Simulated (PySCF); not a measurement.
**The bond of SnCl, level by level**

One job finds the state of SnCl, follows it along the bond with each method and fits the curves.

The runs use PySCF 2.14.0; Sn def2-SVPD with ECP28, Cl def2-SVPD, scalar-relativistic core potentials.

## Step 1: Set-up

A driver script around PySCF takes these settings:

```
atoms                         : Sn, Cl
charge                        : 0
basis                         : Sn def2-SVPD with ECP28, Cl def2-SVPD
Hamiltonian                   : scalar-relativistic core potentials
basis functions               : 59
electrons treated             : 39
masses in u                   : 119.9022, 34.9689
levels                        : PBE0, PBE, r²SCAN, BP86, TPSS, BLYP, CAM-B3LYP, HF, MP2, SCS-MP2, CCSD, CCSD(T)
grid                          : 80 radial by 434 angular points
occupations                   : held fixed by the projection of orbital angular momentum
dissociation limit            : Sn + Cl, each in its ground configuration
starting distance in angstrom : 2.320
values of 2S to try           : 1, 3
```

Started as:

```sh
$ OMP_NUM_THREADS=1 python dia.py task.json out
```

After this run come: First curve: PBE0; Excited determinants; PBE; r²SCAN (meta-GGA); BP86; TPSS; BLYP (GGA); CAM-B3LYP (range-separated hybrid); UHF (mean field); MP2 and coupled cluster.

What does the calculation give? Wanted: for each run, Re; ωe; De; μ.

**Answer**, as computed:

Lowest PBE0 solution found, without spin–orbit coupling: ²Π (doublet), unpaired electrons π ↑. State 2 has its PBE0 minimum 3.42 eV higher. The other levels ran on the lowest alone.

| level | Re (Å) | ωe (cm⁻¹) | De (eV) | μ (D) |
| --- | --- | --- | --- | --- |
| UHF | 2.432 | 336 | 2.62 | -3.43 |
| UHF-MP2 | 2.427 | 339 | 3.69 | n/a |
| UHF-SCS-MP2 | 2.435 | 335 | 3.59 | n/a |
| UHF-CCSD | 2.433 | 336 | 3.45 | n/a |
| UHF-CCSD(T) | 2.437 | 334 | 3.55 | n/a |
| PBE | 2.435 | 329 | 4.08 | -2.88 |
| BLYP | 2.461 | 315 | 3.92 | -3.04 |
| BP86 | 2.435 | 329 | 4.04 | -2.85 |
| TPSS | 2.431 | 332 | 4.05 | -2.94 |
| r²SCAN | 2.415 | 341 | 4.00 | -2.85 |
| PBE0 | 2.414 | 341 | 3.91 | -3.00 |
| CAM-B3LYP | 2.416 | 341 | 3.81 | -3.14 |

De is counted to Sn + Cl in their ground configurations. A positive dipole means Sn(−)Cl(+).

Differences from CCSD(T) in the same basis:

| level | Re (mÅ) | ωe (%) |
| --- | --- | --- |
| UHF | -5 | +0.7 |
| UHF-MP2 | -10 | +1.6 |
| UHF-SCS-MP2 | -2 | +0.4 |
| UHF-CCSD | -4 | +0.7 |
| PBE | -2 | -1.4 |
| BLYP | +24 | -5.4 |
| BP86 | -2 | -1.5 |
| TPSS | -6 | -0.4 |
| r²SCAN | -22 | +2.2 |
| PBE0 | -23 | +2.3 |
| CAM-B3LYP | -22 | +2.1 |

**Reading.** Judged by CCSD(T) in the same basis: best bond length UHF-SCS-MP2 and PBE and BP86 (-2 mÅ), worst BLYP (+24 mÅ); best wavenumber UHF-SCS-MP2 and TPSS (0.4 % off), worst BLYP (-5.4 %). CCSD(T) in a basis this small is itself some way from its limit, more so than the functionals. Of the levels with a De here, UHF gives the least (2.62 eV) and PBE the most (4.08 eV).

Correlated steps freeze 9 core orbitals. Spin–orbit coupling is left out, which matters for elements this heavy, above all for dissociation energies.
